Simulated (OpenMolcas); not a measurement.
**Pr³⁺ among point charges: CASSCF levels and susceptibility**

Aim: the splitting of the states of Pr³⁺ in the field of 8 point charges, its lowest levels with spin-orbit coupling and its magnetic susceptibility.

Program: OpenMolcas 26.06. Level of theory: state-averaged CASSCF, spin-orbit coupling by RASSI with atomic mean-field integrals. These are calculated values, not measurements, unless marked.

## (1) Starting point

* Species: Pr³⁺ (praseodymium, Z = 59, 56 electrons)
* Basis: ANO-RCC-VDZP [7s6p4d2f1g], 68 functions
* Scalar Hamiltonian: DKH2, point nucleus
* Inactive shells: 1s 2s 2p 3s 3p 3d 4s 4p 4d 5s 5p
* Active space: 2 electrons in 7 orbitals (4f)
* Some configurations of this space: 4f²
* Orbitals: optimised for the highest spin of each parity, averaged over all roots

The outer shells:

4f2
```
4f [↑ ][↑ ][  ][  ][  ][  ][  ]
```

The ion sits among 8 point charges of -0.5 e arranged as a square antiprism (D4d), 2.63 Å from the ion, with a polar angle of 51.0° against the regular 57.3°.

The work runs as a chain of OpenMolcas steps in one folder; each step below is one input file. Labels, J, g values, rates, χT and fits are worked out afterwards by a script from the matrices that RASSI stores.

## (2) Basis and integrals

File a.inp:

```
&GATEWAY
Coord
1

Pr 0.0 0.0 0.0
Basis=ANO-RCC-VDZP
Group=NoSym
NoMove
AngMom=0.0 0.0 0.0
AMFI
XField
8 Angstrom 0
1.888232 0.782131 1.655220 -0.500000
-0.782131 1.888232 1.655220 -0.500000
-1.888232 -0.782131 1.655220 -0.500000
0.782131 -1.888232 1.655220 -0.500000
1.888232 -0.782131 -1.655220 -0.500000
0.782131 1.888232 -1.655220 -0.500000
-1.888232 0.782131 -1.655220 -0.500000
-0.782131 -1.888232 -1.655220 -0.500000
&SEWARD
```

Run with:

```sh
$ OMP_NUM_THREADS=1 MOLCAS_MEM=2252 MOLCAS_PROJECT=a pymolcas a.inp > a.log
```

## (3) Reference wave functions, triplets, 21 roots

File a.inp:

```
&RASSCF
FileOrb=start.orb
Symmetry=1
Spin=3
nActEl=2 0 0
Inactive=27
Ras2=7
CIRoot=21 21 1
SDav=21
CIMx=300
Iter=120 100
PrWF=0.3
OrbListing=Nothing
MaxOrb=0
>>> COPY $Project.JobIph JOB001
```

start.orb holds the contracted functions of the basis, ordered by shell, or the orbitals of the step before.

## (4) Reference wave functions, singlets, 28 roots

File a.inp:

```
&RASSCF
FileOrb=start.orb
Symmetry=1
Spin=1
nActEl=2 0 0
Inactive=27
Ras2=7
CIRoot=28 28 1
SDav=28
CIMx=300
Iter=120 100
PrWF=0.3
OrbListing=Nothing
MaxOrb=0
CIOnly
>>> COPY $Project.JobIph JOB002
```

## (5) RASSI: spin-orbit coupling between the states

File a.inp:

```
&RASSI
NrOfJobIphs=2 21 27
1 2 3 4 5 6 7 8 9 10 11 12 13 14 15 16 17 18 19 20 21
1 2 3 4 5 6 7 8 9 10 11 12 13 14 15 16 17 18 19 20 21 22 23 24 25 26 27
IphNames
JOB001
JOB002
EJob
SpinOrbit
DIPRint=1.0
SOCoupling=1000.0
Subsets=2
Property=9
'ANGMOM' 1 'ANGMOM' 2 'ANGMOM' 3 'MLTPL  1' 1 'MLTPL  1' 2 'MLTPL  1' 3
'AMFI' 1 'AMFI' 2 'AMFI' 3
SOProperty=3
'ANGMOM' 1 'ANGMOM' 2 'ANGMOM' 3
```

**Question.** What will these runs give? Wanted: spin-free ground state; first state of the same spin within the active space; lowest level; next level.

As calculated:

| quantity | value |
| --- | --- |
| method | CASSCF |
| spin-free ground state | triplet, 2-fold in its orbital part |
| first state of the same spin within the active space | triplet at 3.27 cm⁻¹ |
| lowest level | 2-fold, g = 0.00, 0.00, 6.43 |
| next level | 22.1 cm⁻¹ |
| χT at 300 K | 1.64 cm³ K/mol |
| effective moment at 300 K | 3.62 μB |

**Reading.** The spin-free ground state (triplet) comes to 100 % from free-ion H terms and keeps the highest spin of the shell. The singlets rest on orbitals optimised for another spin in at least one step, which raises them against the optimised states. Not all states of the active space went into the spin-orbit step. This is an electrostatic model: the charges have no orbitals.
